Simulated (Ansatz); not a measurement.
Here is an Ansatz input file for LaMgO₃, space group Pm-3m. Write the same calculation for the Python package.

```yaml
crystal:
  lattice:
    - [3.945789, 0.0, 0.0]
    - [0.0, 3.945789, 0.0]
    - [0.0, 0.0, 3.945789]
  atoms:
    - { symbol: La, position: [0.0, 0.0, 0.0] }
    - { symbol: Mg, position: [0.5, 0.5, 0.5] }
    - { symbol: O, position: [0.5, 0.5, 0.0] }
    - { symbol: O, position: [0.5, 0.0, 0.5] }
    - { symbol: O, position: [0.0, 0.5, 0.5] }
accuracy: low
basis:
  ecutwfc: 639.4675767807
  ecutrho_ratio: 4
kpoints:
  mp_grid: { grid: [7, 7, 7], shift: [0.5, 0.5, 0.5] }
hamiltonian:
  xc: r2scan
scf:
  convergence: { dr2_threshold: 1.0e-07 }
  lower_state_search: "off"
  occupations: { method: fermi_dirac, width: 0.05 }
output:
  write_potential_components: true
  eigenvalues: true
```

Launched from the shell:
```console
$ ansatz run input.yaml --threads 1 --pin off --max-ram 3072MiB --backend cpu --events-out ev --progress --plain --runs-dir out
settings of this run that can trade accuracy for cost: accuracy: low. Do not mix this run's numbers with those of runs without the same settings; the input reference describes each key
Engine: ansatz 0.2.0, aarch64-unknown-linux-gnu
Pseudopotentials: kind: paw
Pseudopotential: La, paw, valence charge 11, recommended cutoff 500 eV (meta_gga), La.paw.azcp
Pseudopotential: Mg, paw, valence charge 10, recommended cutoff 500 eV (meta_gga), Mg.paw.azcp
Pseudopotential: O, paw, valence charge 6, recommended cutoff 500 eV (meta_gga), O.paw.azcp
Functional definition: r2SCAN
  parameter k0 = 0.174
  parameter k1 = 0.065
  parameter a1 = 4.9479
  exchange = r2scan_x(k0 = k0, k1 = k1, a1 = a1)
  correlation = r2scan_c
Crystal: 5 atoms, lattice volume = 61.433 Å³
Basis set: ecut = 639.4675767807 eV, 2301 PW (Γ), exchange–correlation on 108×108×108 points (27 copies of the dense FFT grid, shifted against one another)
Bands: 25, of which v1, the nominal top of the filled ones, is band 20 counted from 1 (19 counted from 0)
Symmetry: 48 space group operations
Space group: Pm-3m (ITA 221), of the structure as read, at distance tolerance 3.9e-5 Å
k-points: 20 of 343
Non-local potential: La, projectors of the file, l = 0: 3, l = 1: 2, l = 2: 2, l = 3: 3
Non-local potential: Mg, projectors of the file, l = 0: 3, l = 1: 2, l = 2: 1
Non-local potential: O, projectors of the file, l = 0: 2, l = 1: 2, l = 2: 1
PAW form: soft (Blöchl's): semilocal exchange-correlation on the pseudo side does not see the compensation charge
PAW frozen core: La, regenerated for the run's functional (the file was generated under x = pbe(κ = 0.804, μ = 0.2195149727645171), c = pbe(β = 0.06672455060314922))
PAW frozen core: Mg, regenerated for the run's functional (the file was generated under x = pbe(κ = 0.804, μ = 0.2195149727645171), c = pbe(β = 0.06672455060314922))
PAW frozen core: O, regenerated for the run's functional (the file was generated under x = pbe(κ = 0.804, μ = 0.2195149727645171), c = pbe(β = 0.06672455060314922))
PAW one-centre angular grid: La, 974 points (default); XC on 160 Gauss nodes
PAW one-centre angular grid: Mg, 302 points (default); XC on 224 Gauss nodes
PAW one-centre angular grid: O, 302 points (default); XC on 160 Gauss nodes
Initial density: superposition of atomic densities (neutral atoms: chi_scale 0, normalization atom), corrected by the library's trained network
Initial wavefunctions: pseudopotential atomic-orbital guess
Functional: x = r2scan, c = r2scan; τ floored in thin density (d = 2e-4 eV/Å³)
SCF iter   1: F=-9902.758778 eV  HF=-9902.677048 eV  |F-HF|=8.17e-2  |Δ(HF+E_count)|=         —  Δρ=1.18e-2  dr2=1.11e-1  dr2_τ=1.54e-1  ethr=1.77e-3  ⟨swp⟩=4.0  Hψ=1920  notcnv=0
preconditioner: auto → Kerker (q_TF=auto, 2.529 Å⁻¹)  [metal: Δε(μ)=0.015 eV  Ē_g=12.237 eV  σ=0.050 eV  W_gap=0.07  n_scr=18 (ndim 8)  ℏωp=25.5 eV  f_vac=0.000  D(μ)=6.94/eV (n_scr^D=92)]
SCF iter   2: F=-9902.802280 eV  HF=-9902.826747 eV  |F-HF|=2.45e-2  |Δ(HF+E_count)|=   1.50e-1  Δρ=6.66e-3  dr2=3.45e-2  dr2_τ=1.29e-3  ethr=2.85e-4  ⟨swp⟩=2.0  Hψ=1132  notcnv=0  defer=7
SCF iter   3: F=-9902.817660 eV  HF=-9902.818263 eV  |F-HF|=6.04e-4  |Δ(HF+E_count)|=   8.48e-3  Δρ=1.79e-3  dr2=1.59e-3  dr2_τ=1.24e-4  ethr=8.83e-5  ⟨swp⟩=2.1  Hψ=950  notcnv=0  defer=7
SCF iter   4: F=-9902.817648 eV  HF=-9902.818206 eV  |F-HF|=5.58e-4  |Δ(HF+E_count)|=   5.72e-5  Δρ=7.90e-4  dr2=6.77e-4  dr2_τ=2.70e-5  ethr=4.06e-6  ⟨swp⟩=2.3  Hψ=979  notcnv=0  defer=7
SCF iter   5: F=-9902.818020 eV  HF=-9902.818043 eV  |F-HF|=2.34e-5  |Δ(HF+E_count)|=   1.63e-4  Δρ=2.99e-4  dr2=6.34e-5  dr2_τ=4.68e-6  ethr=1.73e-6  ⟨swp⟩=2.0  Hψ=797  notcnv=0  defer=7
SCF iter   6: F=-9902.818031 eV  HF=-9902.818033 eV  |F-HF|=2.13e-6  |Δ(HF+E_count)|=   1.01e-5  Δρ=8.36e-5  dr2=5.67e-6  dr2_τ=1.30e-7  ethr=1.63e-7  ⟨swp⟩=2.1  Hψ=779  notcnv=0  defer=7
SCF iter   7: F=-9902.818032 eV  HF=-9902.818032 eV  |F-HF|=8.31e-8  |Δ(HF+E_count)|=   8.17e-7  Δρ=1.85e-5  dr2=2.74e-7  dr2_τ=7.30e-9  ethr=1.45e-8  ⟨swp⟩=2.2  Hψ=774  notcnv=0  defer=7
SCF iter   8: F=-9902.818032 eV  HF=-9902.818032 eV  |F-HF|=2.98e-9  |Δ(HF+E_count)|=   4.31e-8  Δρ=3.38e-6  dr2=6.03e-9  dr2_τ=2.76e-10  ethr=2.56e-10  ⟨swp⟩=5.2  Hψ=1575  notcnv=0
SCF 1 converged in 8 iterations: F = -9902.818032 eV  dr2 = 6.03e-9
  greatest PAW one-centre occupation: 1.000 electrons in one spin orbital (limit 2), on the Mg atom at site 1 (counted from 0), in its partial waves of l = 0
SCF converged after 8 iterations
Free energy (F): -9902.818032 eV
Harris-Foulkes:  -9902.818032 eV  (|F-HF|=2.98e-9)
Internal energy: -9902.764434 eV  (E = F + TS)
E sigma→0 (E₀):  -9902.791233 eV
Entropy (-TS):   -0.053598 eV (-10.720 meV/atom)
Fermi energy:    9.204958 eV
--- Per-component energies (eV) ---
  E_band       = -303.627442
  E_kinetic    = 795.129726
  E_local      = -2666.726553  (includes V_loc(G=0)·N_el)
  E_nonlocal   = 332.108654
  E_hartree    = 968.666433
  E_xc         = -381.540159
  E_vxc        = -519.857846  (∫ρ·V_xc dr)
  E_paw        = -6211.615480  (= ΣΔE_a)
  E_vpaw       = -213.110818  (= ΣTr[D̂ρ^β])
  E_aug_tail   = 0.001403  (compensation charges beyond the density's cutoff)
  E_vtau       = 31.496692  (kinetic-family band-sum trace: ∫τ·v_τ [+ j·A + Jᵃ·Aᵃ] dr)
  E_ewald      = -2738.734940
  E_core_change = -0.053519  (= ΣΔE_core)
  E_smearing   = -0.053598  (= −TS)
  E_closure    = 0.000000  (closes the sum)
  Σ components = -9902.818032   (vs F -9902.818032, Δ=0.00e0)
--- Band table (eV; the first three rows and the last of 20) ---
  k-point 0: bands = ["-64.4527", "-29.5889", "-29.5889", "-29.5889", "-22.5227", "-8.6946", "-7.3387", "-7.3387", "-5.5274", "-5.5274", "-5.4625", "6.2018", "6.4622", "6.4622", "7.9824", "7.9824", "8.2312", "9.1298", "9.4123", "9.4123", "13.3291", "13.3291", "13.8295", "13.9661", "14.0091"]
  k-point 1: bands = ["-64.4527", "-29.5913", "-29.5888", "-29.5888", "-22.5057", "-8.7704", "-7.5608", "-7.3103", "-5.5184", "-5.4723", "-5.1854", "6.0281", "6.4138", "6.6939", "7.5723", "7.8363", "8.1794", "8.5732", "9.2376", "9.2734", "13.5188", "13.6152", "13.8047", "13.9256", "13.9315"]
  k-point 2: bands = ["-64.4527", "-29.5943", "-29.5887", "-29.5886", "-22.4845", "-8.9077", "-7.7020", "-7.2742", "-5.5075", "-5.4283", "-4.9122", "5.9948", "6.3029", "6.8576", "7.2470", "7.6054", "8.0987", "8.1067", "8.9464", "8.9762", "13.5905", "13.7728", "13.7777", "13.8824", "13.8866"]
  k-point 19: bands = ["-64.4526", "-29.5948", "-29.5948", "-29.5948", "-22.3983", "-7.6933", "-7.6933", "-7.6933", "-5.9666", "-5.9666", "-5.9666", "4.5694", "7.1112", "7.1112", "7.1112", "8.7258", "8.7258", "9.3860", "9.3860", "9.3860", "13.7154", "13.7154", "13.7154", "13.9412", "14.1116"]
settings of this run that can trade accuracy for cost: accuracy: low. Do not mix this run's numbers with those of runs without the same settings; the input reference describes each key
```

Script `scf.py`:
```python
# -*- coding: utf-8 -*-
"""SCF run for LaMgO3."""

from pathlib import Path
import json
import warnings

import ansatz as az
import numpy as np


def main():
    warnings.simplefilter("ignore", az.DeckWarning)

    lattice = az.Lattice.of(
        (3.945789, 0.0, 0.0),
        (0.0, 3.945789, 0.0),
        (0.0, 0.0, 3.945789),
    )
    sites = [
        ("La", (0.0, 0.0, 0.0)),
        ("Mg", (0.5, 0.5, 0.5)),
        ("O", (0.5, 0.5, 0.0)),
        ("O", (0.5, 0.0, 0.5)),
        ("O", (0.0, 0.5, 0.5)),
    ]
    lamgo3 = az.Crystal(lattice=lattice)
    for symbol, position in sites:
        lamgo3 = lamgo3.atom(symbol, position)

    # settings of the run
    job = (
        lamgo3.calculation()
        .functional("r2scan")
        .basis(47 * az.Ry, density_ratio=4)
        .accuracy("low")
        .kpoints(7, shift=0.5)
        .occupations("Fermi-Dirac", width=0.05)
        .scf(tolerance=1e-07, lower_state_search="off")
        .band_table()
        .potential_components()
    )
    def show(event):
        row = event["data"]
        if event["event"] == "scf_iter" and row.get("harris_foulkes_ev") is not None:
            print(f"  iteration {row['iter']:3d}  Harris-Foulkes {row['harris_foulkes_ev']:.5f} eV  residual {row['dr2_ev']:.2e}")


    outcome = job.session().plan().execute(on_event=show)
    data = outcome.report

    energy = data["free_energy_ev"]
    print("LaMgO3: {:.6f} eV = {:.6f} Ry = {:.6f} Ha".format(energy, energy / 13.605693, energy / 27.211386))
    print("Fermi level {:.4f} eV, {} k-points, {} symmetry operations".format(data["fermi_energy_ev"], data["n_kpoints"], data["n_symmetry_ops"]))

    fermi = data["fermi_energy_ev"]
    print("levels less the Fermi level (eV) at the first k-points")
    for k, levels in list(zip(data["kpoints_frac"], data["eigenvalues_ev"]))[:6]:
        print("k = ({:.3f}, {:.3f}, {:.3f})".format(*k))
        print("   ", " ".join(f"{e - fermi:.3f}" for e in levels))

    folder = Path(outcome.write_results("parts"))
    text = (folder / "v_comp_z.tsv").read_text().splitlines()
    rows = np.array([line.split() for line in text if not line.startswith("#")], dtype=float)
    print(text[0])
    print(np.array2string(rows[:: max(len(rows) // 12, 1)], precision=3, suppress_small=True))

    keep = ["free_energy_ev", "energy_sigma0_ev", "fermi_energy_ev", "n_iterations", "converged", "magnetization_mub", "n_kpoints"]
    with open("lamgo3.json", "w") as handle:
        json.dump({key: data[key] for key in keep}, handle, indent=1)


if __name__ == "__main__":
    main()
```

`python scf.py` gives:
```text
  iteration   1  Harris-Foulkes -9902.67705 eV  residual 1.11e-01
  iteration   2  Harris-Foulkes -9902.82675 eV  residual 3.45e-02
  iteration   3  Harris-Foulkes -9902.81826 eV  residual 1.59e-03
  iteration   4  Harris-Foulkes -9902.81821 eV  residual 6.77e-04
  iteration   5  Harris-Foulkes -9902.81804 eV  residual 6.34e-05
  iteration   6  Harris-Foulkes -9902.81803 eV  residual 5.67e-06
  iteration   7  Harris-Foulkes -9902.81803 eV  residual 2.74e-07
  iteration   8  Harris-Foulkes -9902.81803 eV  residual 6.02e-09
LaMgO3: -9902.818032 eV = -727.843707 Ry = -363.921854 Ha
Fermi level 9.2050 eV, 20 k-points, 48 symmetry operations
levels less the Fermi level (eV) at the first k-points
k = (0.071, 0.071, 0.071)
    -73.658 -38.794 -38.794 -38.794 -31.728 -17.900 -16.544 -16.544 -14.732 -14.732 -14.667 -3.003 -2.743 -2.743 -1.223 -1.223 -0.974 -0.075 0.207 0.207 4.124 4.124 4.625 4.761 4.804
k = (0.071, 0.071, 0.214)
    -73.658 -38.796 -38.794 -38.794 -31.711 -17.975 -16.766 -16.515 -14.723 -14.677 -14.390 -3.177 -2.791 -2.511 -1.633 -1.369 -1.026 -0.632 0.033 0.068 4.314 4.410 4.600 4.721 4.727
k = (0.071, 0.071, 0.357)
    -73.658 -38.799 -38.794 -38.794 -31.689 -18.113 -16.907 -16.479 -14.712 -14.633 -14.117 -3.210 -2.902 -2.347 -1.958 -1.600 -1.106 -1.098 -0.259 -0.229 4.386 4.568 4.573 4.677 4.682
k = (0.071, 0.071, -0.500)
    -73.658 -38.801 -38.794 -38.794 -31.680 -18.185 -16.939 -16.463 -14.708 -14.614 -14.017 -3.180 -2.966 -2.203 -2.083 -1.947 -1.086 -1.080 -0.484 -0.376 4.397 4.562 4.610 4.658 4.669
k = (0.071, 0.214, 0.214)
    -73.658 -38.796 -38.796 -38.794 -31.695 -17.957 -16.912 -16.586 -14.702 -14.548 -14.340 -3.447 -2.683 -2.116 -2.033 -1.574 -1.109 -0.857 -0.157 0.120 4.414 4.423 4.597 4.666 4.724
k = (0.071, 0.214, 0.357)
    -73.658 -38.799 -38.796 -38.793 -31.675 -17.975 -17.077 -16.577 -14.703 -14.502 -14.212 -3.464 -2.677 -2.524 -1.858 -1.688 -1.360 -0.763 -0.473 -0.075 4.413 4.515 4.596 4.640 4.685
# z_ang	v_loc[eV]	v_h[eV]	v_xc[eV]
[[  0.      7.685  -8.999 -13.292]
 [  0.329  10.897 -10.464 -12.693]
 [  0.658  17.834 -12.089 -10.777]
 [  0.986  18.63   -8.772  -8.967]
 [  1.315   7.444   2.396  -9.936]
 [  1.644 -15.705  19.139 -12.757]
 [  1.973 -29.087  28.579 -13.71 ]
 [  2.302 -15.705  19.139 -12.757]
 [  2.631   7.444   2.396  -9.936]
 [  2.959  18.63   -8.772  -8.967]
 [  3.288  17.834 -12.089 -10.777]
 [  3.617  10.897 -10.464 -12.693]]
```

Reading the output:
- These settings explore the input space; cutoff and mesh may be short of convergence.
- The cell holds an odd number of electrons and is run without spin, so a magnetic state may lie lower.
- The computed bands are complete only to about 4.7 eV above the Fermi level.
- For a metal this k-point mesh is coarse: on a finer one energies can move by several to tens of meV an atom and pressures by half a GPa or more, differences at one mesh by less.
- An absolute Fermi energy rests on an arbitrary zero of the periodic potential and has no direct meaning.
- This cell is a computed structure, which may not be the phase found in nature.
- Levels are Kohn-Sham eigenvalues on this mesh, without spin-orbit coupling.
- It ran for 6.4 s on 1 thread of Arm Neoverse V2, with other jobs on the host, peak memory 0.5 GiB.

(A comment or docstring line of the script was reworded after the run, the code is as it ran; lines on the test bed's own set-up are left out of the output.)
